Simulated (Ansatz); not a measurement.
# KMnF3: further runs on the relaxed cell

An exercise on one series of results from a longer session: the logs are not shown, and one member is left open.

Program: Ansatz 0.2.0. Level of theory: DFT PBEsol, scalar-relativistic, plane waves, PAW. These are calculated values, not measurements.

1 further run of the same task is left out (set aside as unsound or not needed). Runs told in other sessions of the task aren't counted.

### The system as given

Symmetry: Pm-3m, No. 221, cubic system. Conventional cell: a = 4.181 Å, b = 4.181 Å, c = 4.181 Å, α = 90.00°, β = 90.00°, γ = 90.00°. Around K (site symmetry m-3m) lie 12 F at 2.96 Å. Mn (site symmetry m-3m) is surrounded by 6 F at 2.09 Å. Around F (site symmetry 4/mmm) lie 2 Mn at 2.09 Å and 4 K at 2.96 Å.

Structure file:

```
CELL_PARAMETERS angstrom
4.18140 0.00000 0.00000
0.00000 4.18140 0.00000
0.00000 0.00000 4.18140
ATOMIC_POSITIONS crystal
K 0.50000 0.50000 0.50000
Mn 0.00000 0.00000 0.00000
F 0.50000 0.00000 0.00000
F 0.00000 0.50000 0.00000
F 0.00000 0.00000 0.50000
```

It is the result of an earlier relaxation at this level (volume 14.62 Å³/atom; gap on the mesh: 1.05 eV, site moments up to 4.1 μB).

Set-up of the first run:

Input file input.yaml:

```yaml
crystal:
  lattice:
    - [4.1391623315, 0.0, 0.0]
    - [0.0, 4.1391623315, 0.0]
    - [0.0, 0.0, 4.1391623315]
  atoms:
    - { symbol: K, position: [0.5, 0.5, 0.5] }
    - { symbol: Mn, position: [0.0, 0.0, 0.0], spin: 4.56 }
    - { symbol: F, position: [0.5, 0.0, 0.0] }
    - { symbol: F, position: [0.0, 0.5, 0.0] }
    - { symbol: F, position: [0.0, 0.0, 0.5] }
basis:
  ecutwfc: 420
kpoints:
  mp_grid: { grid: [6, 6, 6] }
hamiltonian:
  xc: pbesol
scf:
  occupations: { method: gaussian, width: 0.02 }
output:
  forces: true
  stress: true
  eigenvalues: true
  populations: true
magnetization:
  spin_polarized: true
```

Started as:

```
$ ansatz run input.yaml --threads 2 --pin off --max-ram 5120MiB --backend cpu --events-out ev --progress --plain --runs-dir out
```

Steps of the session up to this table: The cell scaled to 0.97 of its volume; The cell scaled to 1.03 of its volume; Volume × 0.94; Volume × 1.06; The cell scaled to 0.91 of its volume; The cell scaled to 1.10 of its volume; Point at V/V0 = 0.88.

One table of the session follows, with a row left open; its other results are not shown here.

It belongs to the step «Fit of the equation of state». 

```
volume (Å³/atom)  energy above the lowest point (meV/atom)  pressure (GPa)  gap on the mesh (eV)  largest moment (μB)
          12.867                                      57.5           11.89                  0.71                 4.03
          13.306                                      30.2            8.10                  0.87                 4.06
          13.744                                      12.6            4.91                  0.93                 4.09
          14.183                                         ?               ?                     ?                    ?
          14.622                                       0.0           -0.04                  1.05                 4.14
          15.060                                       2.8           -1.95                  1.12                 4.17
          15.499                                      10.4           -3.56                  1.17                 4.19
          16.084                                      26.8           -5.32                  1.25                 4.22
```

**Question.** Estimate the row for volume (Å³/atom) = 14.183.

Worked estimate for «energy above the lowest point (meV/atom)». A straight line through the neighbours (13.744, 12.6) and (14.622, 0.0) gives 12.6 + (0.0 − 12.6) × (14.183 − 13.744) / (14.622 − 13.744) = 6.3; a parabola fitted to 4 rows on both sides gives 2.9.

As computed: energy above the lowest point (meV/atom): 2.9; pressure (GPa): 2.23; gap on the mesh (eV): 0.99; largest moment (μB): 4.12. In «energy above the lowest point (meV/atom)» the line misses by +3.4 and the parabola by 0.0.
